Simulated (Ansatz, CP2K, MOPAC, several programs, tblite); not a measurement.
Energy against volume for CsSnI₃ in the cubic perovskite structure, at fixed shape and fractional coordinates, computed by several methods (PBE and r2SCAN, where shown, with plane waves in Ansatz); the cell shown is that of r2SCAN. It is cubic, Pm-3m (No. 221); a = 6.241 Å in the conventional setting, 48.63 Å³ an atom. Cs is surrounded by 12 I at 4.41 Å; Sn is surrounded by 6 I at 3.12 Å; I is surrounded by 2 Sn at 3.12 Å and 4 Cs at 4.41 Å. Values at 0 K without nuclear motion; spin polarisation is off, and the phase may be a hypothetical one. Energies count from each curve's lowest point; fits are third-order Birch-Murnaghan.

```cif
data_structure
_symmetry_space_group_name_H-M 'P 1'
_symmetry_Int_Tables_number 1
_cell_length_a 6.2415
_cell_length_b 6.2415
_cell_length_c 6.2415
_cell_angle_alpha 90.000
_cell_angle_beta 90.000
_cell_angle_gamma 90.000
_cell_volume 243.14
loop_
_atom_site_label
_atom_site_type_symbol
_atom_site_fract_x
_atom_site_fract_y
_atom_site_fract_z
_atom_site_occupancy
Cs1 Cs 0.00000 0.00000 0.00000 1
Sn1 Sn 0.50000 0.50000 0.50000 1
I1 I 0.50000 0.50000 0.00000 1
I2 I 0.50000 0.00000 0.50000 1
I3 I 0.00000 0.50000 0.50000 1
```

GFN2-xTB (tblite), on the shape of the cell shown, as a cluster of 40 atoms at the zone centre:

| V (Å³/atom) | E (meV/atom) |
| --- | --- |
| 42.793 | 230.97 |
| 45.711 | 120.26 |
| 48.629 | 56.81 |
| 51.547 | 18.68 |
| 54.464 | 0.00 |

The lowest point is an end point, so the minimum isn't bracketed.

**Question.** PBE/DZVP (CP2K), on the shape of the cell shown, gives
```
V (Å³/atom)  E (meV/atom)
     42.793         66.49
     45.711         19.88
     48.629          0.26
     51.547          0.00
     54.464         13.70
```
What equilibrium volume and bulk modulus follow?

**Answer.** V₀ = 50.09 Å³ an atom and B₀ = 15 GPa.

PBE/SZV (CP2K), on the shape of the cell shown:
```
V (Å³/atom)  E (meV/atom)
     42.793        188.22
     45.711         93.14
     48.629         36.47
     51.547          7.91
     54.464          0.00
```
The lowest point is an end point, so the minimum isn't bracketed.

**Question.** PBE, on the shape of its own relaxed cell, gives

| V (Å³/atom) | E (meV/atom) |
| --- | --- |
| 46.966 | 10.65 |
| 48.465 | 2.72 |
| 49.964 | 0.00 |
| 51.463 | 1.69 |
| 52.962 | 7.09 |

What equilibrium volume and bulk modulus follow?

**Answer.** V₀ = 50.10 Å³ an atom and B₀ = 15 GPa.

PM7 (MOPAC), on the shape of the cell shown, as a cluster of 40 atoms at the zone centre:
```csv
V (Å³/atom),E (meV/atom)
42.793,55.27
45.711,0.00
48.629,21.57
51.547,91.05
54.464,189.64
```
V₀ = 46.15 Å³ an atom and B₀ = 61 GPa.
